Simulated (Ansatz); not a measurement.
# OPb: the cost of one run

Program: Ansatz 0.2.0. Level of theory: the levels named in each step. These are calculated values, not measurements.

## (1) The structure to begin with

Bond lengths: O1–Pb2 2.286 Å.

Structure file:

```xyz
2

O     0.0000    0.0000    0.0000
Pb    0.0000    0.0000    2.2856
```

## (2) A rough first relaxation, PBE-D4/def2-SVP

This run stands in another session on the same molecule. It ended at:

```xyz
2

O     0.0000    0.0000    0.0445
Pb    0.0000    0.0000    2.2411
```

## (3) Relaxation, HF/def2-SVP

Contents of input.yaml:

```yaml
crystal:
  periodic: [false, false, false]
  atoms:
    - { symbol: O, position_ang: [0.0, 0.0, 0.04447844] }
    - { symbol: Pb, position_ang: [0.0, 0.0, 2.24112156] }
magnetization:
  spin_polarized: true
  initial_magnetization: 2
basis:
  gaussian: { orbitals: def2-SVP }
hamiltonian:
  xc: hf
relax:
  f_tol: 0.002
  max_steps: 150
```

Launch:

```console
$ ansatz run input.yaml --threads 1 --pin off --max-ram 2560MiB --backend cpu --events-out ev --progress --plain --runs-dir out
```

What time and memory should one allow on 1 thread of Intel Xeon Platinum 8375C at 2.90GHz (Ice Lake), shared host?

About 6.4 s, with a peak of 0.11 GiB.
